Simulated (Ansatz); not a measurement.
# Si16Ge: the cost of one run

Method: DFT PBE+D3(BJ), plane waves, PAW, scalar-relativistic, no spin polarisation, in Ansatz 0.2.0.

### 1 The starting structure

The cell holds 17 atoms (GeSi16): a = 7.679 Å, b = 7.679 Å, c = 7.679 Å, α = 60.00°, β = 60.00°, γ = 60.00°.

The coordinates stand in the first input below.

### 2 Preparing the start

The input, input.yaml:

```yaml
crystal:
  lattice:
    - [0.0, 5.43, 5.43]
    - [5.43, 0.0, 5.43]
    - [5.43, 5.43, 0.0]
  atoms:
    - { symbol: Si, position: [0.0, 0.0, 0.0] }
    - { symbol: Si, position: [0.125, 0.125, 0.125] }
    - { symbol: Si, position: [0.0, 0.0, 0.5] }
    - { symbol: Si, position: [0.125, 0.125, 0.625] }
    - { symbol: Si, position: [0.0, 0.5, 0.0] }
    - { symbol: Si, position: [0.125, 0.625, 0.125] }
    - { symbol: Si, position: [0.0, 0.5, 0.5] }
    - { symbol: Si, position: [0.125, 0.625, 0.625] }
    - { symbol: Si, position: [0.5, 0.0, 0.0] }
    - { symbol: Si, position: [0.625, 0.125, 0.125] }
    - { symbol: Si, position: [0.5, 0.0, 0.5] }
    - { symbol: Si, position: [0.625, 0.125, 0.625] }
    - { symbol: Si, position: [0.5, 0.5, 0.0] }
    - { symbol: Si, position: [0.625, 0.625, 0.125] }
    - { symbol: Si, position: [0.5, 0.5, 0.5] }
    - { symbol: Si, position: [0.625, 0.625, 0.625] }
    - { symbol: Ge, position: [0.8167455, 0.3157869, 0.0608746] }
basis:
  ecutwfc: 420.0
kpoints:
  mp_grid: { grid: [2, 2, 2] }
hamiltonian:
  xc: pbe
  dispersion: d3bj
  pseudopotentials: { kind: paw, azcp: { folder: soft_1 } }
scf:
  occupations: { method: fermi_dirac, width: 0.02 }
  lower_state_search: "off"
relax:
  f_tol: 0.08
  max_steps: 25
  adjacent_minimum: "off"
```

Command:

```bash
$ ansatz run input.yaml --threads 1 --pin off --max-ram 3072MiB --backend cpu --events-out ev --progress --plain --runs-dir out
```

What time and memory should one allow on 1 thread of Arm Neoverse V1, shared host?

About 33 s, with a peak of 0.54 GiB.
